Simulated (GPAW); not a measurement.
Input of a GPAW 26.7.0 run:

run.py

```python
import numpy as np
from ase.io import read, write
from ase.optimize import BFGS
from gpaw import GPAW, PW, setup_paths

setup_paths.insert(0, '.')

atoms = read('POSCAR')
atoms.pbc = (True, True, False)

calc = GPAW(mode=PW(450),
            xc='PBEsol',
            kpts={'size': (6, 6, 1), 'gamma': True},
            occupations={'name': 'fermi-dirac', 'width': 0.05},
            nbands=48,
            convergence={'density': 1e-05, 'energy': 1e-05},
            maxiter=150,
            poissonsolver={'dipolelayer': 'xy'},
            txt='gpaw.txt')
atoms.calc = calc
opt = BFGS(atoms, trajectory='relax.traj', logfile='-')
done = opt.run(fmax=0.02, steps=60)
calc.write('gs.gpw')
write('result.traj', atoms)
print('Converged:', done)
print('Cell:', atoms.cell.cellpar().round(4))
print('Volume:', round(atoms.get_volume(), 4))
print(atoms.get_scaled_positions().round(5))

v = calc.get_electrostatic_potential().mean(axis=(0, 1))
z = np.arange(len(v)) * atoms.cell[2, 2] / len(v)
ef = calc.get_fermi_level()
np.savetxt('planar.dat', np.c_[z, v], fmt='%.4f')
below, above = np.interp([1.5, atoms.cell[2, 2] - 1.5], z, v) - ef
print(f'Work functions: bottom {below:.4f} eV, top {above:.4f} eV')
print('Dipole moment:', *calc.get_dipole_moment().round(5), 'e A')
```

The input POSCAR:

```
PtS2
1.0
    3.5431994758      0.0000000000      0.0000000000
   -1.7715997379      3.0685007567      0.0000000000
    0.0000000000      0.0000000000     22.5582000000
S Pt S Pt S
1 1 2 1 1
Direct
    0.6666666667      0.3333333334      0.3324733356
    0.0000000000      0.0000000000      0.3883155571
    0.3333333333      0.6666666666      0.4441577785
    0.6666666667      0.3333333334      0.5558422215
    0.0000000000      0.0000000000      0.6116844429
    0.3333333333      0.6666666666      0.6675266644
```

Potentials or basis: PAW data sets generated in the run's folder for this functional, pw.

Command:

```bash
$ gpaw-setup -f PBEsol Pt S
$ OMP_NUM_THREADS=1 python run.py
```

Problem. What does it give for the ionisation potential of the upper face?

Solution. 5.76 eV.

Problem. Predict the work function of the lower face.

Solution. 5.16 eV.

Problem. Predict the band gap on the k mesh.

Solution. 1.23 eV, indirect (least direct gap 1.48 eV).

Problem. Estimate the work function of the upper face.

Solution. 5.16 eV.

The path:
| step | energy change (eV) | largest force (eV/Å) |
| --- | --- | --- |
| 1 | 0.0000 | 0.6257 |
| 2 | -0.0170 | 0.4965 |
| 3 | -0.0503 | 0.1268 |
| 4 | -0.0510 | 0.0717 |
| 5 | -0.0514 | 0.0165 |

Caveat: the cutoff is short for stress and forces, so pressures can be off by a GPa or more; the Fermi level lies in a gap; later steps reuse the first step's grids; spin-orbit coupling is left out, which moves the levels of the heavy elements; without dispersion, layers of such crystals drift apart on relaxing, which shifts levels and gaps.
